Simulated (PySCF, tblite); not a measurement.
# cyclobutyl ethanoate (C6H10O2): dynamics, then NMR shifts on frames, part 2 of 2

tblite 0.8.0 and PySCF 2.14.0. Atoms count from 0. The steps go on from the part before.

### Step 5. Nuclear shieldings: 625 fs, PBE0/pcSseg-1

What the job is given:

```
{"job": {"kind": "nmr", "xc": "PBE0", "basis": "pcSseg-1", "pop": false}, "charge": 0, "multiplicity": 1}
C      3.360800    -0.018700    -0.023900
C      1.999600    -0.233200     0.622000
O      1.853700    -0.353900     1.825600
O      0.956400    -0.238600    -0.260300
C     -0.449000    -0.212000     0.149300
C     -1.160200    -1.533500    -0.205500
C     -2.145200    -0.617300    -1.044700
C     -1.397000     0.653700    -0.699100
H      4.132200    -0.030400     0.728100
H      3.412500     0.964100    -0.452600
H      3.416100    -0.791900    -0.778400
H     -0.364700     0.031900     1.207400
H     -1.592200    -2.089400     0.599500
H     -0.566000    -2.177700    -0.810800
H     -3.109600    -0.688700    -0.644500
H     -2.102900    -0.992500    -2.112400
H     -0.918800     1.148100    -1.546000
H     -1.909500     1.407300    -0.134000
```

With the program's defaults for keys left out, this is: GIAO PBE0/pcSseg-1 NMR shielding, non-relativistic, gas phase.

Output:

```text
coarse grid: 14888 points
cycle   1  E = -384.3522324525  dE =  1.134e+00  |g| = 9.291e-01  |ddm| = 3.731e+00
cycle   2  E = -384.0007102165  dE =  3.515e-01  |g| = 1.664e+00  |ddm| = 1.682e+00
cycle   3  E = -384.5032078140  dE = -5.025e-01  |g| = 2.963e-01  |ddm| = 1.230e+00
cycle   4  E = -384.5191416247  dE = -1.593e-02  |g| = 8.975e-02  |ddm| = 2.402e-01
cycle   5  E = -384.5203382838  dE = -1.197e-03  |g| = 2.943e-02  |ddm| = 6.118e-02
cycle   6  E = -384.5205217088  dE = -1.834e-04  |g| = 5.216e-03  |ddm| = 2.126e-02
cycle   7  E = -384.5205271405  dE = -5.432e-06  |g| = 1.391e-03  |ddm| = 4.360e-03
final grid: 143384 points
cycle   8  E = -384.5922549095  dE = -2.954e-05  |g| = 1.501e-02  |ddm| = 3.416e-02
cycle   9  E = -384.5921959099  dE =  5.900e-05  |g| = 2.337e-02  |ddm| = 2.358e-02
cycle  10  E = -384.5922979336  dE = -1.020e-04  |g| = 2.468e-03  |ddm| = 1.454e-02
cycle  11  E = -384.5922990526  dE = -1.119e-06  |g| = 5.253e-04  |ddm| = 1.696e-03
cycle  12  E = -384.5922990945  dE = -4.191e-08  |g| = 2.199e-04  |ddm| = 4.640e-04
cycle  13  E = -384.5922991038  dE = -9.221e-09  |g| = 3.827e-05  |ddm| = 1.727e-04
cycle  14  E = -384.5922991040  dE = -2.839e-10  |g| = 1.268e-05  |ddm| = 3.933e-05
converged SCF energy = -384.5922991040

GIAO shielding tensors (ppm)
atom      isotropic    diamagn.    paramagn.     s11        s22        s33       span
  0 C      162.313     249.681     -87.368    136.245    156.948    193.746     57.501
  1 C        5.129     248.727    -243.598   -103.843     53.588     65.642    169.485
  2 O     -136.439     404.047    -540.485   -434.890   -249.821    275.395    710.285
  3 O       77.203     404.894    -327.691   -101.653    154.344    178.917    280.570
  4 C      109.873     246.181    -136.309     66.417    121.392    141.809     75.392
  5 C      158.249     251.780     -93.531    137.835    154.286    182.625     44.790
  6 C      170.275     252.203     -81.928    154.049    172.771    184.004     29.955
  7 C      161.589     249.062     -87.473    144.651    155.099    185.016     40.366
  8 H       29.829      27.103       2.726     25.761     28.344     35.383      9.622
  9 H       29.803      29.850      -0.047     26.115     29.177     34.118      8.003
 10 H       29.587      28.447       1.140     25.539     29.307     33.914      8.375
 11 H       25.684      33.854      -8.170     21.804     26.521     28.727      6.923
 12 H       29.835      32.100      -2.265     26.981     27.681     34.844      7.863
 13 H       30.338      32.930      -2.591     27.844     28.696     34.475      6.631
 14 H       30.354      30.399      -0.045     26.836     27.946     36.281      9.445
 15 H       28.169      28.213      -0.045     24.342     25.793     34.372     10.030
 16 H       29.449      31.084      -1.635     26.735     27.375     34.238      7.503
 17 H       29.808      31.414      -1.605     26.788     27.304     35.333      8.546
```

Run time: 21 s. Hardware: 1 thread of INTEL XEON PLATINUM 8581C at 2.30GHz, shared host; peak memory 0.85 GiB.

In short: δ C1 181.8, C4 77.1, C5 28.7, C7 25.3, H11 6.03, H15 3.55 ppm.

### Step 6. Nuclear shieldings: 800 fs, PBE0/pcSseg-1

What the job is given:

```
{"job": {"kind": "nmr", "xc": "PBE0", "basis": "pcSseg-1", "pop": false}, "charge": 0, "multiplicity": 1}
C      3.226600    -0.100000    -0.414900
C      1.969500    -0.151800     0.390800
O      1.907300    -0.234100     1.590600
O      0.901700    -0.008700    -0.448800
C     -0.347500    -0.160600     0.156900
C     -0.893100    -1.600200    -0.061800
C     -2.234400    -0.995500    -0.484900
C     -1.580300     0.376400    -0.549300
H      4.026000    -0.569700     0.213200
H      3.575500     0.938000    -0.542800
H      3.180600    -0.555700    -1.379200
H     -0.269500     0.193900     1.168600
H     -0.899500    -2.262500     0.763700
H     -0.353500    -2.051900    -0.927300
H     -3.022200    -1.033700     0.262700
H     -2.759800    -1.313200    -1.406400
H     -1.503700     0.676300    -1.573800
H     -2.006400     1.207900     0.011700
```

With the program's defaults for keys left out, this is: GIAO PBE0/pcSseg-1 NMR shielding, non-relativistic, gas phase.

Output:

```text
coarse grid: 14888 points
cycle   1  E = -384.3715848986  dE =  1.288e+00  |g| = 9.032e-01  |ddm| = 3.767e+00
cycle   2  E = -384.0698210889  dE =  3.018e-01  |g| = 1.575e+00  |ddm| = 1.597e+00
cycle   3  E = -384.5147108917  dE = -4.449e-01  |g| = 2.773e-01  |ddm| = 1.148e+00
cycle   4  E = -384.5287942928  dE = -1.408e-02  |g| = 8.017e-02  |ddm| = 2.289e-01
cycle   5  E = -384.5297555593  dE = -9.613e-04  |g| = 2.638e-02  |ddm| = 5.697e-02
cycle   6  E = -384.5299026689  dE = -1.471e-04  |g| = 4.920e-03  |ddm| = 1.964e-02
cycle   7  E = -384.5299073732  dE = -4.704e-06  |g| = 1.383e-03  |ddm| = 4.207e-03
final grid: 143384 points
cycle   8  E = -384.6009210069  dE = -2.644e-05  |g| = 1.482e-02  |ddm| = 3.007e-02
cycle   9  E = -384.6008654337  dE =  5.557e-05  |g| = 2.283e-02  |ddm| = 2.329e-02
cycle  10  E = -384.6009627483  dE = -9.731e-05  |g| = 2.415e-03  |ddm| = 1.433e-02
cycle  11  E = -384.6009638136  dE = -1.065e-06  |g| = 4.317e-04  |ddm| = 1.642e-03
cycle  12  E = -384.6009638406  dE = -2.696e-08  |g| = 1.964e-04  |ddm| = 4.082e-04
cycle  13  E = -384.6009638482  dE = -7.582e-09  |g| = 3.325e-05  |ddm| = 1.605e-04
cycle  14  E = -384.6009638484  dE = -2.146e-10  |g| = 9.465e-06  |ddm| = 3.429e-05
converged SCF energy = -384.6009638484

GIAO shielding tensors (ppm)
atom      isotropic    diamagn.    paramagn.     s11        s22        s33       span
  0 C      163.151     245.035     -81.884    140.396    154.727    194.329     53.932
  1 C       10.354     248.664    -238.310    -90.693     51.672     70.084    160.778
  2 O     -108.018     403.727    -511.745   -396.626   -226.815    299.389    696.015
  3 O       80.688     403.614    -322.926   -123.049    176.228    188.886    311.935
  4 C      123.599     245.654    -122.055     89.523    123.663    157.611     68.088
  5 C      150.088     250.890    -100.802    122.858    148.423    178.982     56.124
  6 C      174.574     252.319     -77.746    157.821    177.940    187.961     30.140
  7 C      160.957     247.875     -86.918    135.352    159.170    188.349     52.997
  8 H       29.106      24.695       4.411     25.117     27.669     34.533      9.416
  9 H       29.040      26.477       2.563     26.034     26.946     34.140      8.106
 10 H       30.058      28.912       1.145     25.771     29.704     34.698      8.927
 11 H       26.546      34.201      -7.655     21.985     27.945     29.709      7.724
 12 H       29.522      31.768      -2.246     25.867     28.110     34.589      8.722
 13 H       29.042      31.166      -2.124     25.864     28.681     32.581      6.717
 14 H       30.060      30.328      -0.268     26.674     27.544     35.962      9.289
 15 H       29.702      29.102       0.599     25.545     26.963     36.598     11.053
 16 H       29.439      31.508      -2.069     26.150     28.079     34.089      7.939
 17 H       29.351      30.741      -1.390     25.402     26.915     35.736     10.333
```

It took 21 s on 1 thread of INTEL XEON PLATINUM 8581C at 2.30GHz, shared host; peak memory 0.85 GiB.

In short: δ C1 176.6, C4 63.3, C5 36.8, C7 26.0, H11 5.17, H9 2.68 ppm.

### Step 7. Shielding tensors: 1000 fs, PBE0/pcSseg-1

What the job is given:

```
{"job": {"kind": "nmr", "xc": "PBE0", "basis": "pcSseg-1", "pop": false}, "charge": 0, "multiplicity": 1}
C      3.176400     0.350600    -0.657500
C      1.966800     0.015700     0.213800
O      2.046800    -0.188100     1.396600
O      0.842400    -0.051400    -0.551500
C     -0.403300    -0.241500     0.121600
C     -0.831100    -1.663700     0.556500
C     -2.153700    -1.549800    -0.196700
C     -1.554600    -0.311600    -0.869900
H      4.052000    -0.091400    -0.201100
H      3.318000     1.401800    -0.636900
H      3.038700     0.079400    -1.706400
H     -0.508000     0.583400     0.849100
H     -0.915200    -1.843700     1.663800
H     -0.172600    -2.420200     0.093800
H     -2.970300    -1.455400     0.500500
H     -2.456900    -2.380700    -0.811200
H     -1.285900    -0.500400    -1.923800
H     -2.134800     0.612100    -0.777600
```

With the program's defaults for keys left out, this is: GIAO PBE0/pcSseg-1 NMR shielding, non-relativistic, gas phase.

Output:

```text
coarse grid: 14888 points
cycle   1  E = -384.3701368375  dE =  1.194e+00  |g| = 9.080e-01  |ddm| = 3.740e+00
cycle   2  E = -384.0580409746  dE =  3.121e-01  |g| = 1.594e+00  |ddm| = 1.567e+00
cycle   3  E = -384.5150594166  dE = -4.570e-01  |g| = 2.766e-01  |ddm| = 1.126e+00
cycle   4  E = -384.5289757515  dE = -1.392e-02  |g| = 8.178e-02  |ddm| = 2.259e-01
cycle   5  E = -384.5299768005  dE = -1.001e-03  |g| = 2.629e-02  |ddm| = 5.578e-02
cycle   6  E = -384.5301222463  dE = -1.454e-04  |g| = 5.190e-03  |ddm| = 1.942e-02
cycle   7  E = -384.5301275430  dE = -5.297e-06  |g| = 1.482e-03  |ddm| = 4.674e-03
final grid: 143384 points
cycle   8  E = -384.6009239891  dE = -2.690e-05  |g| = 1.506e-02  |ddm| = 2.992e-02
cycle   9  E = -384.6008668651  dE =  5.712e-05  |g| = 2.317e-02  |ddm| = 2.343e-02
cycle  10  E = -384.6009673894  dE = -1.005e-04  |g| = 2.131e-03  |ddm| = 1.420e-02
cycle  11  E = -384.6009682215  dE = -8.321e-07  |g| = 4.350e-04  |ddm| = 1.463e-03
cycle  12  E = -384.6009682488  dE = -2.733e-08  |g| = 2.042e-04  |ddm| = 4.111e-04
cycle  13  E = -384.6009682569  dE = -8.035e-09  |g| = 3.371e-05  |ddm| = 1.574e-04
cycle  14  E = -384.6009682571  dE = -2.227e-10  |g| = 1.031e-05  |ddm| = 3.478e-05
converged SCF energy = -384.6009682571

GIAO shielding tensors (ppm)
atom      isotropic    diamagn.    paramagn.     s11        s22        s33       span
  0 C      162.748     247.591     -84.843    137.751    154.257    196.235     58.484
  1 C        8.511     248.028    -239.517    -92.428     50.539     67.421    159.849
  2 O     -121.088     403.888    -524.976   -409.985   -235.609    282.329    692.314
  3 O       81.672     403.642    -321.970    -87.591    141.229    191.377    278.968
  4 C      116.214     243.854    -127.640     81.166    108.663    158.811     77.645
  5 C      146.945     249.876    -102.931    121.264    146.233    173.338     52.075
  6 C      176.826     253.705     -76.880    156.287    182.756    191.433     35.146
  7 C      155.544     249.009     -93.465    126.691    156.954    182.986     56.295
  8 H       29.928      26.488       3.440     26.177     28.254     35.352      9.175
  9 H       30.208      28.485       1.723     27.544     28.188     34.892      7.348
 10 H       29.539      28.832       0.706     25.278     29.412     33.927      8.649
 11 H       26.912      33.025      -6.113     22.609     27.612     30.515      7.906
 12 H       27.871      29.954      -2.082     23.371     26.762     33.480     10.109
 13 H       28.573      31.073      -2.500     25.008     28.732     31.980      6.972
 14 H       30.409      30.954      -0.544     26.519     28.300     36.409      9.891
 15 H       30.574      30.258       0.316     26.291     28.221     37.208     10.917
 16 H       28.619      30.586      -1.967     24.920     27.830     33.109      8.189
 17 H       28.537      30.328      -1.792     24.635     26.465     34.511      9.876
```

Wall time 21 s (1 thread of INTEL XEON PLATINUM 8581C at 2.30GHz, shared host); peak memory 0.85 GiB.

This run: δ C1 178.4, C4 70.7, C5 40.0, C7 31.4, H11 4.81, H12 3.85 ppm.

### Step 8. Run by run: NMR shifts

Shifts (ppm) of some atoms, chosen among heavy atoms and hydrogens apart, with basis size and wall time:

```
  frame    C4    C7    C5   H12   H15     O2     O3  functions  time
 250 fs  69.9  35.1  29.8  1.72  1.35  457.8  255.2        186  21 s
 425 fs  66.0  34.6  39.0  3.08  1.80  442.7  251.5        186  21 s
 625 fs  77.1  25.3  28.7  1.88  3.55  472.5  258.9        186  21 s
 800 fs  63.3  26.0  36.8  2.20  2.02  444.1  255.4        186  21 s
1000 fs  70.7  31.4  40.0  3.85  1.14  457.2  254.4        186  21 s
```

### Step 9. Results

The summary covers parts 1 to 2.

| quantity | value |
| --- | --- |
| thermostat | 200 K |
| mean temperature, second half | 184 K |
| mean potential energy above the minimum | 0.39 eV |
| 13C shifts against TMS (PBE0/pcSseg-1, 250 fs) | 177.9, 69.9, 35.1, 29.8, 25.1, 9.3 ppm |
| 1H shifts against TMS (PBE0/pcSseg-1, 250 fs) | 5.91, 2.68, 2.49, 2.44, 1.88, 1.72, 1.69, 1.68, 1.35, 0.84 ppm |
| 17O shifts against H2O (PBE0/pcSseg-1, 250 fs) | 457.8, 255.2 ppm |
| range of the shift of O2 | 442.7 to 472.5 ppm |

In words: In the second half the potential energy averages 0.39 eV above the minimum; equipartition over 48 harmonic modes at 200 K would give 0.41 eV. With 18 atoms the temperature swings widely (101 to 295 K). Shifts at one fixed geometry are not the observed spectrum, which averages over the motion. In the first frame run (250 fs): The largest span, 713 ppm, is at O2, where the paramagnetic term is -526 ppm. Across the 5 runs the shift of O2 moves most, between 442.7 (425 fs) and 472.5 ppm (625 fs).
